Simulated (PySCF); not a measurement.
**CoNF₂: structure of the triplet**

Where does triplet CoNF₂ go from a trigonal planar start, is the end point a minimum, and what are its modes, charges and moments?

Computed with PySCF 2.14.0. Level: PBE0, basis Co def2-TZVP, N def2-TZVP, F def2-TZVP, no relativity, density fitting.

## Step 1: Where the work starts

4 atoms, charge 0, spin multiplicity 3.

Bond lengths: Co1–N2 1.630 Å, Co1–F3 1.750 Å, Co1–F4 1.750 Å. Angles: N2–Co1–F3 120.0°, N2–Co1–F4 120.0°, F3–Co1–F4 120.0°.

Z-matrix (Å, degrees; charge 0 multiplicity 3):
```
Co
N  1 1.6300
F  1 1.7500 2 120.00
F  1 1.7500 2 120.00 3 180.00
```

## Step 2: Finding the electronic state

The steps below are one call of a driver around PySCF. For each, scf.py gives the equivalent set-up of the SCF; relaxations use the driver's own optimiser. After this first run the driver tries any further starts and a stability analysis.

scf.py reads:

```python
from pyscf import gto, scf, dft
mol = gto.M(atom='''
Co     0.093950    -0.000000     0.000000
N      1.723930    -0.000020     0.000000
F     -0.781050     1.515540     0.000000
F     -0.781020    -1.515520     0.000000''',
    basis={'Co': 'def2-TZVP', 'N': 'def2-TZVP', 'F': 'def2-TZVP'},
    charge=0, spin=2)
mf = dft.UKS(mol, xc='PBE0')
mf.grids.atom_grid = (50, 194)
aux = {'Co': 'def2-universal-JKFIT', 'N': 'def2-universal-JKFIT', 'F': 'def2-universal-JKFIT'}
mf = mf.density_fit(auxbasis=aux)
mf.conv_tol = 1e-08
mf.diis_space = 10
mf.max_cycle = 60
mf.init_guess = 'minao'
mf.verbose = 4
mf.kernel()
```

Command:

```console
$ OMP_NUM_THREADS=4 python axn.py task.json out
```

After this run come: Relaxing the triplet from the trigonal planar start; Vibrations and properties at this point.

Q: Predict the outcome of this session. Wanted: minimum; geometry; wavenumbers; dipole moment; highest occupied, lowest empty level; polar-tensor charge of Co1; zero-point energy; atomisation energy; ⟨S²⟩.

**Answer**, as computed:

| quantity | value |
| --- | --- |
| minimum | triplet, C2v |
| geometry | Co–F 1.710 Å (×2), Co–N 1.590 Å; F–Co–F 139.4°, F–Co–N 110.3° (×2) |
| wavenumbers (cm⁻¹) | 168 (a1), 179 (b1), 249 (b2), 642 (a1), 717 (a1), 770 (b2) |
| dipole moment | 0.82 D |
| highest occupied, lowest empty level (either spin) | -9.38, -4.82 eV |
| polar-tensor charge of Co1 | +1.28 e |
| zero-point energy | 16.3 kJ/mol |
| entropy at 298.15 K | 306.5 J/(mol K) |
| atomisation energy (no zero-point energy) | 981 kJ/mol |
| ⟨S²⟩ | 2.660 |

The molecule stays C2v, as typed, and the end point is a minimum. The determinant is spin-contaminated (⟨S²⟩ = 2.66 against 2.00), so it is no pure spin state. The strongest infrared band lies at 770 cm⁻¹ (b2, stretch). Most of the spin sits on Co1 (Mulliken spin 2.14, against 2 for the whole molecule). The first SCF alone would have been 41 kJ/mol too high. Only this shape and spin were tried, so other structures or states may lie lower. One determinant may miss the lowest occupation of an open d or f shell.
